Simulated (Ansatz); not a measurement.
What does this script print? It uses Ansatz 0.2.0 through its Python package.

`ch2bnte_scan.py`:
```python
'''Stretching a bond of CH2BNTe, the rest held rigid.'''

import ansatz as az
import numpy as np

geometry_ang = [
    ('B', (-0.4208, 0.7941, -0.5292)),
    ('N', (0.9038, 0.3237, -0.1041)),
    ('C', (0.5007, -0.6311, 0.6927)),
    ('Te', (-1.2114, -1.0402, -0.2708)),
    ('H', (-0.8189, 1.7492, -1.2142)),
    ('H', (1.0886, -1.2598, 1.3794)),
]
molecule = az.Crystal.molecule()
for symbol, xyz in geometry_ang:
    molecule = molecule.atom(symbol, xyz)

symbols = [site.symbol for site in molecule.cartesian_sites]
start = np.array([site.position_ang for site in molecule.cartesian_sites])
axis = (start[5] - start[2]) / np.linalg.norm(start[5] - start[2])
moving = [5]
lengths, energies = [0.94, 1.01, 1.1, 1.21, 1.38, 1.65, 1.98, 2.42], []
for length in lengths:
    xyz = start.copy()
    xyz[moving] += (length - np.linalg.norm(start[5] - start[2])) * axis
    point = az.Crystal.molecule()
    for symbol, place in zip(symbols, xyz):
        point = point.atom(symbol, place.tolist())
    job = point.calculation().basis(gaussian='def2-SVP').functional('cam_b3lyp').spin('collinear')
    report = job.run(threads=1, pin='off').report
    energies.append(report['free_energy_ev'])
    print(f'r = {length:6.3f} A  E = {energies[-1]:.5f} eV  <S^2> = {abs(report["mean_field"]["state"]["spin_squared"]):.3f}')

print('energy above the lowest point (eV):', [round(e - min(energies), 3) for e in energies])
```

```console
$ python ch2bnte_scan.py
r =  0.940 A  E = -10521.05330 eV  <S^2> = 0.000
r =  1.010 A  E = -10521.49204 eV  <S^2> = 0.000
r =  1.100 A  E = -10521.66245 eV  <S^2> = 0.000
r =  1.210 A  E = -10521.50617 eV  <S^2> = 0.000
r =  1.380 A  E = -10520.88666 eV  <S^2> = 0.000
r =  1.650 A  E = -10519.67001 eV  <S^2> = 0.000
r =  1.980 A  E = -10518.44491 eV  <S^2> = 0.376
r =  2.420 A  E = -10517.86817 eV  <S^2> = 0.857
energy above the lowest point (eV): [0.609, 0.17, 0.0, 0.156, 0.776, 1.992, 3.218, 3.794]
```

Caveats:
- Total energies depend on the basis set; only differences at equal settings carry meaning.
- The rest of the molecule is held rigid at a force-field or estimated start geometry, and the basis set is modest; single-reference methods fail as a bond breaks.
- def2 sets replace the cores of elements past krypton by effective core potentials.
- The expectation value of S² is noticeably off S(S+1) in at least one run, so that state is spin-contaminated.
- Finished in 81 s on 1 thread of Arm Neoverse V1, on a shared host, peak memory 0.32 GiB.
